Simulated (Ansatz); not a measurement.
What does this script print? It uses the Python package of Ansatz (0.2.0).

`torsion.py`:
```python
# -*- coding: utf-8 -*-
"""Rigid torsion scan of C3H6B2."""

from dataclasses import dataclass
import warnings

import ansatz as az
from ase import Atoms


@dataclass
class RunConfig:
    basis_set: str = "cc-pVDZ"
    xc: str = "HF"
    fmax: float = 0.02


settings = RunConfig()

warnings.simplefilter("ignore", az.DeckWarning)

atoms = Atoms(["B", "C", "B", "C", "C", "H", "H", "H", "H", "H", "H"], positions=[
    (-1.634, 0.4981, 0.3352),
    (-0.2062, 0.039, 0.3368),
    (0.4794, -0.2692, 1.6778),
    (0.5138, -0.1058, -0.7902),
    (1.0833, -0.2818, -1.9273),
    (-2.2747, 0.7061, 1.3344),
    (-2.1978, 0.7822, -0.6963),
    (1.6704, -0.6329, 1.6975),
    (-0.0557, -0.114, 2.7588),
    (2.1078, -0.6201, -1.8791),
    (0.579, -0.0587, -2.8269),
])

# start the scan from a relaxed geometry
first = (
    az.Crystal.molecule_from_ase(atoms).calculation()
    .basis(gaussian=settings.basis_set)
    .functional(settings.xc)
    .relax(force_tolerance=settings.fmax, max_steps=80)
)
atoms.positions = first.run().report["positions_ang"]

start = atoms.get_dihedral(0, 1, 2, 7)
energies = {}
for turn in range(0, 360, 40):
    turned = atoms.copy()
    turned.set_dihedral(0, 1, 2, 7, start + turn, indices=[2, 7, 8])
    model = (
        az.Crystal.molecule_from_ase(turned).calculation()
        .basis(gaussian=settings.basis_set)
        .functional(settings.xc)
    )
    energies[round((start + turn) % 360)] = model.run().report["free_energy_ev"]
floor = min(energies.values())
print("dihedral B0-C1-B2-H7 (deg)   E - E(min) (kcal/mol)")
for angle, e in sorted(energies.items()):
    print(f"{angle:8d} {23.060548 * (e - floor):14.3f}  " + "#" * int(30 * (e - floor) / max(max(energies.values()) - floor, 1e-9)))
```

```console
$ python torsion.py
dihedral B0-C1-B2-H7 (deg)   E - E(min) (kcal/mol)
      20          0.770  ###
      60          4.986  #######################
     100          6.481  ##############################
     140          2.740  ############
     180          0.000
     220          2.724  ############
     260          6.475  #############################
     300          4.999  #######################
     340          0.780  ###
```

Notes:
- The settings weren't tested for convergence.
- The scan is rigid and the energies are electronic, in a modest basis. With rigid groups the curve can differ much from the relaxed path, the start wasn't checked as a minimum of this torsion, and equivalent turns needn't return to the same energy.
- Wall time of the script: 39 s on 1 thread of Arm Neoverse V1, on a shared host, peak memory 0.25 GiB.

(A comment or docstring line of the script was reworded after the run, the code is as it ran; lines on the test bed's own set-up are left out of the output.)
